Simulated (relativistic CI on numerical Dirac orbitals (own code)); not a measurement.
# W⁵⁺: O2,3 absorption multiplets

Aim: the O2,3 absorption spectrum of W⁵⁺ in 4 surroundings, from the same atomic integrals.

Program: relativistic CI on numerical Dirac orbitals (own code) version 1. Level of theory: Dirac-Coulomb-Breit CI, KLI orbitals optimised for each configuration, model QED (radiative potential, 1s self-energy scaled to tabulated hydrogen-like ionisation energies), valence Slater integrals scaled by 0.9, multiplet model of core-to-valence dipole absorption in a parametric crystal field. These are calculated values, not measurements, unless marked.

### Step 1. What is computed

```
ion                                            : W⁵⁺ (W VI)
nuclear charge                                 : 74
electrons                                      : 69
configurations                                 : [Xe] 4f14 5d → [Kr] 4d10 4f14 5s2 5p5 5d2
magnetising field for the dichroism, Lz and Sz : exchange field 10 meV on Sz; these come from the lowest magnetised state alone (0 K)
temperature of the isotropic spectrum          : 10 K
widths                                         : Lorentz 1 eV, Gauss 0.3 eV
surrounding 1                                  : Td, 10Dq = -26750 cm⁻¹
surrounding 2                                  : Td, 10Dq = -32350 cm⁻¹
surrounding 3                                  : Td, 10Dq = -37900 cm⁻¹
surrounding 4                                  : Td, 10Dq = -43500 cm⁻¹
```

### Step 2. Surrounding 1: Td, 10Dq = -26750

The run's settings:

```ini
atom W  Z=74  charge=5  electrons=69
nucleus A=184  rms_radius_fm=5.3658
hamiltonian dirac-coulomb  breit=on  qed=on  c_scale=1
orbitals kli  potential=per-configuration
slater_scale 0.9
correlation none
mixing on
configurations
  [Xe] 4f14 5d
  [Kr] 4d10 4f14 5s2 5p5 5d2
end
absorption O2,3 T=10 lorentz=1 gauss=0.3
crystal_field Td 10Dq=-26750
```

### Step 3. Surrounding 2: Td, 10Dq = -32350

Changes to the settings of step 2:

```diff
@@ -12,2 +12,2 @@
 absorption O2,3 T=10 lorentz=1 gauss=0.3
-crystal_field Td 10Dq=-26750
+crystal_field Td 10Dq=-32350
```

### Step 4. Surrounding 3: Td, 10Dq = -37900

Changes to the settings of step 3:

```diff
@@ -12,2 +12,2 @@
 absorption O2,3 T=10 lorentz=1 gauss=0.3
-crystal_field Td 10Dq=-32350
+crystal_field Td 10Dq=-37900
```

### Step 5. Surrounding 4: Td, 10Dq = -43500

Changes to the settings of step 4:

```diff
@@ -12,2 +12,2 @@
 absorption O2,3 T=10 lorentz=1 gauss=0.3
-crystal_field Td 10Dq=-37900
+crystal_field Td 10Dq=-43500
```

(Steps that only read results are left out.)

Q: Predict the outcome of this session. Wanted: highest peak, first run; ground spin; core spin-orbit splitting.

**Answer**, as computed:

| surrounding | ground S | Lz (0 K) | Sz (0 K) | centroid (eV) | share of the lower edge | up to four highest peaks (% of the highest), eV |
| --- | --- | --- | --- | --- | --- | --- |
| 1: Td | 0.50 | 0.50 | -0.49 | 53.65 | - | 46.0 (33), 55.2 (33), 57.2 (100), 59.2 (45) |
| 2: Td | 0.50 | 0.41 | -0.49 | 53.72 | - | 53.5 (31), 57.2 (100), 59.0 (36), 59.5 (38) |
| 3: Td | 0.50 | 0.35 | -0.50 | 53.78 | - | 53.8 (30), 57.5 (100), 59.5 (29), 60.2 (31) |
| 4: Td | 0.50 | 0.30 | -0.50 | 53.84 | - | 48.5 (30), 54.2 (28), 57.8 (100), 60.8 (24) |

| quantity | value |
| --- | --- |
| highest peak, first run | 57.2 eV |
| ground spin (effective S from ⟨S²⟩) | 0.50 |
| core spin-orbit splitting (without Breit) | 10.56 eV |

What this shows: The position of the maximum differs by up to 0.5 eV between the surroundings, by shifts of peaks or by peaks exchanging rank. Edge positions are free-ion values and differ from those in solids by a few eV or more.
